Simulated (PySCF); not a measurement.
**C2H7InO (SMILES C[CH](O)[InH2]): levels of theory compared**

Aim: a comparison of 6 runs (HF/STO-3G, HF/3-21G, B3LYP/STO-3G, B3LYP/def2-SVP, PBE0/def2-SVP, MP2/def2-SVP) of C2H7InO. 

The calculation is run with PySCF 2.14.0.

### Step 1. The molecule

C2H7InO has 11 atoms, charge 0, and is taken as a singlet. As SMILES, `C[CH](O)[InH2]`. The shape comes from GFN2-xTB, which is rough for such elements, and wasn't checked as a minimum. This is one conformer, not always the lowest.

Bond lengths: C1–C2 1.514 Å, C2–O3 1.447 Å, C2–In4 2.229 Å, C1–H5 1.091 Å, C1–H6 1.094 Å, C1–H7 1.094 Å, C2–H8 1.098 Å, O3–H9 0.968 Å, In4–H10 1.738 Å, In4–H11 1.743 Å. Some angles: C1–C2–O3 111.4°, C1–C2–In4 116.2°, O3–C2–In4 86.6°, C1–C2–H8 111.0°, O3–C2–H8 109.1°, In4–C2–H8 119.7°, C2–C1–H5 109.7°, C2–C1–H6 111.3°, C2–C1–H7 109.9°, C2–O3–H9 108.7°.

### Step 2. Energy and forces at HF/STO-3G (run 1)

The input, job.py:

```python
from pyscf import gto

mol = gto.M(
    atom='''
C     -1.386360     2.166382     0.786882
C     -0.804305    -0.625027     0.554200
O      1.421981    -1.301360     1.991828
In     1.355954    -1.795334    -2.866733
H     -3.104555     2.608294    -0.262672
H     -1.659746     2.714629     2.761532
H      0.176576     3.277012     0.015798
H     -2.406358    -1.773848     1.200581
H      1.179662    -0.777358     3.728449
H      3.376733     0.440760    -4.173044
H      1.850420    -4.934169    -3.736801
''',
    basis='sto-3g',
    max_memory=1860,
    verbose=4,
    unit='bohr',
)

mf = mol.RHF()
mf.conv_tol = 1e-10
mf.kernel()
if not mf.converged:
    mf = mf.newton().run(mf.mo_coeff, mf.mo_occ)

e_final = mf.e_tot
print(f'total energy: {e_final:.8f} hartree')
grad = mf.nuc_grad_method().kernel()
dip = mf.dip_moment()
pop, q = mf.mulliken_pop()
```

Started as:

```bash
$ OMP_NUM_THREADS=1 python job.py
```

Output:

```text
PySCF version 2.14.0

[... 65 lines left out ...]
converged SCF energy = -5835.56640107293
total energy: -5835.56640107 hartree
[... 11 lines left out ...]
Dipole moment(X, Y, Z, Debye): -1.31845,  0.41671, -0.07559
[... 22 lines left out ...]
pop of  3 In 2py          2.00005
pop of  3 In 2pz          2.00007
pop of  3 In 3px          1.99804
pop of  3 In 3py          1.99832
pop of  3 In 3pz          1.99786
pop of  3 In 4px          1.99154
pop of  3 In 4py          1.99605
pop of  3 In 4pz          1.99087
pop of  3 In 5px          0.38889
pop of  3 In 5py          0.70335
pop of  3 In 5pz          0.29382
pop of  3 In 3dxy         1.99937
pop of  3 In 3dyz         1.99947
pop of  3 In 3dz^2        1.99960
pop of  3 In 3dxz         1.99917
pop of  3 In 3dx2-y2      1.99931
pop of  3 In 4dxy         1.98049
pop of  3 In 4dyz         1.98360
pop of  3 In 4dz^2        1.98765
pop of  3 In 4dxz         1.97335
pop of  3 In 4dx2-y2      1.97862
pop of  4 H 1s            0.94798
pop of  5 H 1s            0.95883
pop of  6 H 1s            0.94932
pop of  7 H 1s            0.98693
pop of  8 H 1s            0.82700
pop of  9 H 1s            1.20480
pop of  10 H 1s           1.19880
 ** Mulliken atomic charges  **
charge of    0C =     -0.19254
charge of    1C =     -0.10533
charge of    2O =     -0.34626
charge of    3In =      0.71778
charge of    4H =      0.05202
charge of    5H =      0.04117
charge of    6H =      0.05068
charge of    7H =      0.01307
charge of    8H =      0.17300
charge of    9H =     -0.20480
charge of   10H =     -0.19880
```

Wall time 14 s (1 thread of Intel Xeon at 2.50GHz (Skylake/Cascade Lake), shared host); peak memory 0.12 GiB.

### Step 3. Energy and forces at HF/3-21G (run 2)

The input, run.py:

```python
# C[CH](O)[InH2]
from pyscf import gto

system = gto.Mole()
system.atom = '''
C       -0.733630       1.146400       0.416400
C       -0.425620      -0.330750       0.293270
O        0.752480      -0.688650       1.054030
In       0.717540      -0.950050      -1.517010
H       -1.642860       1.380250      -0.139000
H       -0.878300       1.436520       1.461340
H        0.093440       1.734120       0.008360
H       -1.273390      -0.938680       0.635320
H        0.624250      -0.411360       1.973010
H        1.786890       0.233240      -2.208280
H        0.979200      -2.611050      -1.977430
'''
system.basis = '3-21g'
system.verbose = 4
system.spin = 0
system.max_memory = 1860
system.build()

hf = system.RHF()
hf.conv_tol = 1e-10
hf.kernel()
if not hf.converged:
    hf = hf.newton().run(hf.mo_coeff, hf.mo_occ)

energy = hf.e_tot
print(f'total energy: {energy:.8f} hartree')
grad = hf.nuc_grad_method().kernel()
dip = hf.dip_moment()
pop, q = hf.mulliken_pop()
```

Started as:

```bash
$ OMP_NUM_THREADS=1 python run.py
```

Output:

```text
PySCF version 2.14.0

[... 65 lines left out ...]
converged SCF energy = -5868.49634533914
total energy: -5868.49634534 hartree
[... 11 lines left out ...]
Dipole moment(X, Y, Z, Debye): -2.24940,  1.02461,  0.80064
[... 45 lines left out ...]
pop of  3 In 5pz          0.19903
pop of  3 In 6px          0.08235
pop of  3 In 6py          0.17282
pop of  3 In 6pz          0.04298
pop of  3 In 3dxy         1.99939
pop of  3 In 3dyz         1.99924
pop of  3 In 3dz^2        1.99913
pop of  3 In 3dxz         1.99883
pop of  3 In 3dx2-y2      1.99939
pop of  3 In 4dxy         1.99478
pop of  3 In 4dyz         1.99559
pop of  3 In 4dz^2        1.99553
pop of  3 In 4dxz         1.99218
pop of  3 In 4dx2-y2      1.99403
pop of  4 H 1s            0.46819
pop of  4 H 2s            0.33276
pop of  5 H 1s            0.46910
pop of  5 H 2s            0.34915
pop of  6 H 1s            0.46825
pop of  6 H 2s            0.31689
pop of  7 H 1s            0.47786
pop of  7 H 2s            0.33768
pop of  8 H 1s            0.42288
pop of  8 H 2s            0.19488
pop of  9 H 1s            0.37875
pop of  9 H 2s            0.86848
pop of  10 H 1s           0.37667
pop of  10 H 2s           0.86563
 ** Mulliken atomic charges  **
charge of    0C =     -0.61385
charge of    1C =     -0.27171
charge of    2O =     -0.69955
charge of    3In =      0.91228
charge of    4H =      0.19906
charge of    5H =      0.18175
charge of    6H =      0.21485
charge of    7H =      0.18447
charge of    8H =      0.38224
charge of    9H =     -0.24723
charge of   10H =     -0.24230
```

It took 14 s on 1 thread of Intel Xeon at 2.50GHz (Skylake/Cascade Lake), shared host; peak memory 0.14 GiB.

Runs 3 to 5 aren't shown in full; the table further down has their settings and results.

### Step 4. Energy and forces at MP2/def2-SVP (core potential) (run 6)

The input, calc.py:

```python
# C[CH](O)[InH2]
from pyscf import gto, scf, mp

molecule = gto.M(
    atom='''
C   -0.733630   1.146400   0.416400
C   -0.425620  -0.330750   0.293270
O    0.752480  -0.688650   1.054030
In   0.717540  -0.950050  -1.517010
H   -1.642860   1.380250  -0.139000
H   -0.878300   1.436520   1.461340
H    0.093440   1.734120   0.008360
H   -1.273390  -0.938680   0.635320
H    0.624250  -0.411360   1.973010
H    1.786890   0.233240  -2.208280
H    0.979200  -2.611050  -1.977430
''',
    verbose=4,
    max_memory=1860,
    basis='def2-svp',
    ecp={'In': 'def2-svp'},
)

mf = scf.RHF(molecule)
mf.conv_tol = 1e-10
mf.kernel()
if not mf.converged:
    mf = mf.newton().run(mf.mo_coeff, mf.mo_occ)

pt = mp.MP2(mf, frozen=7).run()
etot = pt.e_tot
print('E = %.10f Eh' % etot)
grad = pt.nuc_grad_method().kernel()
mf.analyze()
```

Started as:

```bash
$ OMP_NUM_THREADS=1 python calc.py
```

Output:

```text
PySCF version 2.14.0

[... 98 lines left out ...]
MO #3   energy= -11.2260270578981  occ= 2
[... 9 lines left out ...]
MO #13  energy= -1.01008945879889  occ= 2
[... 9 lines left out ...]
MO #23  energy= -0.388948608336698 occ= 2
[... 9 lines left out ...]
MO #33  energy= 0.272724704651922  occ= 0
[... 9 lines left out ...]
MO #43  energy= 0.602901210806169  occ= 0
[... 9 lines left out ...]
MO #53  energy= 0.923425002400486  occ= 0
[... 9 lines left out ...]
MO #63  energy= 1.53972958440586   occ= 0
[... 9 lines left out ...]
MO #73  energy= 1.92909246867852   occ= 0
[... 9 lines left out ...]
MO #83  energy= 2.36205049258819   occ= 0
[... 9 lines left out ...]
MO #93  energy= 3.23374310369647   occ= 0
[... 9 lines left out ...]
MO #103 energy= 61.6979116332263   occ= 0
[... 78 lines left out ...]
pop of  5 H 2py           0.00025
pop of  5 H 2pz           0.00164
pop of  6 H 1s            0.91124
pop of  6 H 2s            0.01235
pop of  6 H 2px           0.00101
pop of  6 H 2py           0.00065
pop of  6 H 2pz           0.00024
pop of  7 H 1s            0.92557
pop of  7 H 2s            0.00993
pop of  7 H 2px           0.00169
pop of  7 H 2py           0.00121
pop of  7 H 2pz           0.00068
pop of  8 H 1s            0.66969
pop of  8 H 2s            0.01434
pop of  8 H 2px           0.00098
pop of  8 H 2py           0.00184
pop of  8 H 2pz           0.00265
pop of  9 H 1s            1.54704
pop of  9 H 2s            0.02680
pop of  9 H 2px           0.01345
pop of  9 H 2py           0.01317
pop of  9 H 2pz           0.00740
pop of  10 H 1s           1.54685
pop of  10 H 2s           0.02507
pop of  10 H 2px          0.00249
pop of  10 H 2py          0.01676
pop of  10 H 2pz          0.01005
 ** Mulliken atomic charges  **
charge of    0C =     -0.24375
charge of    1C =     -0.43422
charge of    2O =     -0.61677
charge of    3In =      1.91654
charge of    4H =      0.08189
charge of    5H =      0.05946
charge of    6H =      0.07451
charge of    7H =      0.06092
charge of    8H =      0.31051
charge of    9H =     -0.60786
charge of   10H =     -0.60121
Dipole moment(X, Y, Z, Debye): -1.99320,  0.95844,  0.88648
```

Run time: 68 s. Hardware: 1 thread of Intel Xeon at 2.50GHz (Skylake/Cascade Lake), shared host; peak memory 1 GiB.

### Step 5. The series

| run | level | integration grid | core potential | energy (Eh) | dipole moment (D) of the reference | HOMO energy (eV) | LUMO energy (eV) | wall time |
| --- | --- | --- | --- | --- | --- | --- | --- | --- |
| 1 | HF/STO-3G | – | – | -5835.566401 | 1.38 | -7.14 | 6.11 | 14 s |
| 2 | HF/3-21G | – | – | -5868.496345 | 2.60 | -9.39 | 1.37 | 14 s |
| 3 | B3LYP/STO-3G | 5 | – | -5838.459166 | 1.35 | -3.66 | 2.03 | 51 s |
| 4 | B3LYP/def2-SVP (core potential) | 5 | def2-svp | -345.672796 | 2.30 | -6.61 | -1.51 | 1.9 min |
| 5 | PBE0/def2-SVP (core potential) | 5 | def2-svp | -345.422719 | 2.28 | -6.81 | -1.24 | 2.7 min |
| 6 | MP2/def2-SVP (core potential) | – | def2-svp | -344.271198 | 2.38 | -9.53 | 1.31 | 68 s |

### Step 6. What came out

```
                                          quantity          value
                               run 6: total energy  -344.27120 Eh
       run 6: dipole moment (Hartree–Fock density)         2.38 D
        run 6: HOMO energy (Hartree–Fock orbitals)       -9.53 eV
        run 6: LUMO energy (Hartree–Fock orbitals)        1.31 eV
      run 6: HOMO–LUMO gap (Hartree–Fock orbitals)       10.83 eV
run 6: correlation energy (7 core orbitals frozen)     -570.7 mEh
                   run 6: largest force on an atom     0.515 eV/Å
```

In words: Over runs 1, 2, 3, 4, 5 the dipole moment (its size) runs from 1.35 D (B3LYP/STO-3G) to 2.60 D (HF/3-21G). The two ends differ in method and basis. Over runs 1, 2, 3, 4, 5 the HOMO–LUMO gap runs from 5.10 eV (B3LYP/def2-SVP) to 13.25 eV (HF/STO-3G). The two ends differ in method and basis and core potential. Totals of different functionals can't be ranked against each other. Some runs of one species differ in core potentials or relativity; totals across that change don't compare. In runs 1, 3 the basis is minimal, so the values are rough. In runs 1, 2, 3 relativity is left out where basis or elements ask for it. All runs together took 7 min, the longest 2.7 min.
